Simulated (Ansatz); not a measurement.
**AuI3 (ReO3 type): other levels of theory at one geometry**

An exercise on one series of results from a longer session: the logs are not shown, and one member is left open.

Computed with Ansatz 0.2.0 (DFT at several levels, plane waves, PAW, unless a step's input says otherwise).

2 further runs of the same task are left out: 1 for a known fault of the program, 1 that didn't finish.

**The system as given**

It takes space group Pm-3m (No. 221, cubic). Conventional cell: a = 5.693 Å, b = 5.693 Å, c = 5.693 Å, α = 90.00°, β = 90.00°, γ = 90.00°. Au (site symmetry m-3m) has 6 I at 2.85 Å as nearest neighbours. I (site symmetry 4/mmm) is surrounded by 2 Au at 2.85 Å.

Coordinates:

```
CELL_PARAMETERS angstrom
5.69297 0.00000 0.00000
0.00000 5.69297 0.00000
0.00000 0.00000 5.69297
ATOMIC_POSITIONS crystal
Au 0.00000 0.00000 0.00000
I 0.50000 0.00000 0.00000
I 0.00000 0.00000 0.50000
I 0.00000 0.50000 0.00000
```

This cell comes from an earlier session at PBE: 46.127 Å³/atom at -0.02 GPa, on a 6×6×6 mesh, metallic.

Levels to run: PBE+SOC; r²SCAN; PBEsol; LDA. Hardware: 2 threads of Arm Neoverse V2, shared host.

The first run:

input.yaml

```yaml
crystal:
  lattice:
    - [5.6929682935, 0.0, 0.0]
    - [0.0, 5.6929682935, 0.0]
    - [0.0, 0.0, 5.6929682935]
  atoms:
    - { symbol: Au, position: [0.0, 0.0, 0.0] }
    - { symbol: I, position: [0.5, 0.0, 0.0] }
    - { symbol: I, position: [0.0, 0.0, 0.5] }
    - { symbol: I, position: [0.0, 0.5, 0.0] }
basis:
  ecutwfc: 420
  ecutrho_ratio: 4
kpoints:
  mp_grid: { grid: [6, 6, 6] }
hamiltonian:
  xc: pbe
scf:
  occupations: { method: gaussian, width: 0.05 }
output:
  forces: true
  stress: true
  eigenvalues: true
  populations: true
  dos: { projected: true, de: 0.02 }
  write_density: true
  write_potential: true
  elf: true
  volumetric_format: npy
magnetization:
  noncollinear: true
  spin_orbit: true
```

Run with:

```sh
$ ansatz run input.yaml --threads 2 --pin off --max-ram 2662MiB --backend cpu --events-out ev --progress --plain --runs-dir out
```

Steps of the session up to this table: PBE+SOC; r²SCAN; PBEsol; LDA.

One of the session's tables, all rows but one given; the rest of the session is left out.

```
  level  pressure (GPa)
    PBE             0.0
    LDA            -2.7
 PBEsol               ?
PBE+SOC             0.2
 r²SCAN            -0.7
```

Q: Estimate the row for PBEsol from the others.

As computed: pressure (GPa): -1.7. In the column «pressure (GPa)» it lies between LDA (-2.7) and r²SCAN (-0.7).

The pressure runs from -2.7 GPa (LDA) to 0.2 GPa (PBE+SOC); a negative pressure means that level wants a smaller cell, a positive one a larger cell. Total energies of different levels have different zeros and can't be compared.

Limits of these values: Warnings in the runs' records: xc potential rough in thin density.
